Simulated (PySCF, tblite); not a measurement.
**C5H5OS radical: geometry, infrared bands and EPR parameters**

Aim: predict the infrared bands and EPR parameters of C5H5OS radical (`[S]Cc1ccco1`).

Programs: tblite 0.8.0 and PySCF 2.14.0, with density-fitted response routines of our own. Each step states its level of theory. These are calculated values for one molecule in the gas phase, unless marked as measured. Atoms are numbered from 0 throughout.

## (1) The starting structure

12 atoms, charge 0, multiplicity 2; geometry from: force field or distance geometry start.

Bonds of the start (Å): S0–C1 1.83, C1–C2 1.48, C2–C3 1.40, C3–C4 1.42, C4–C5 1.36, C5–O6 1.36, O6–C2 1.37, C1–H7 1.11, C1–H8 1.11, C3–H9 1.07, C4–H10 1.08, C5–H11 1.08.

## (2) Geometry optimisation with GFN2-xTB

Job settings and geometry (Å):

```
{"job": {"kind": "relax", "xc": "GFN2-xTB", "basis": "xTB"}, "charge": 0, "multiplicity": 2}
S      2.703800     0.660600    -1.304300
C      1.891100    -0.008700     0.195300
C      0.416400    -0.000500     0.074900
C     -0.479400    -0.302900    -0.952100
C     -1.782200    -0.127000    -0.418500
C     -1.621200     0.273100     0.875600
O     -0.298200     0.345900     1.192700
H      2.180800     0.558700     1.106200
H      2.203900    -1.051300     0.407600
H     -0.191700    -0.617100    -1.934400
H     -2.721100    -0.263300    -0.944600
H     -2.301100     0.531900     1.675400
```

Command:

```bash
> OMP_NUM_THREADS=1 python probes_run.py task.json out
```

This one command runs all jobs of the session in turn.

**Question.** This job is followed by: GFN2-xTB harmonic vibrations, gas phase; UKS B3LYP, pcH-1 on C H O S, non-relativistic, mean-field spin-orbit, GIAO. Predict these results of the whole session: strongest single infrared mode (GFN2-xTB); zero-point energy (GFN2-xTB); g(iso) (B3LYP); ⟨S²⟩; largest a(iso) (averaged by class); potential on the surface of density 0.002 e/bohr³, 1st and 99th percentile; property runs in this session.

**Answer**, as computed:

| quantity | value |
| --- | --- |
| strongest single infrared mode (GFN2-xTB) | 1461 cm⁻¹, 65 km/mol |
| zero-point energy (GFN2-xTB) | 54.0 kcal/mol |
| g(iso) (B3LYP) | 2.19386 |
| ⟨S²⟩ | 0.753 (exact 0.75) |
| largest a(iso) (averaged by class) | 13C on C2, 39.9 MHz |
| potential on the surface of density 0.002 e/bohr³, 1st and 99th percentile | -1.10 V and 1.23 V |
| property runs in this session | 1, of which 0 failed and 1 gave unsound results |

What this shows: Over 69 steps the energy fell by 0.136 eV; of the close pairs, C2–C3 changed most, 1.396 to 1.369 Å. No mode is imaginary among the 30: a minimum at this level. The strongest single mode, at 1461 cm⁻¹, is spread over several atoms, C5, C2, C4 among them. GFN2-xTB is a fitted tight-binding method: band positions and strengths are rough. Its intensities can rank the bands wrongly. S0 carries the largest spin population, 0.93 e. The isotropic g lies 191.5 ppt above the free-electron value. These values are not to be trusted: the run shows nearly degenerate orbitals, where second-order g theory doesn't apply. The conformer search found further structures of the same energy, which may be mirror or relabelled copies of this one.
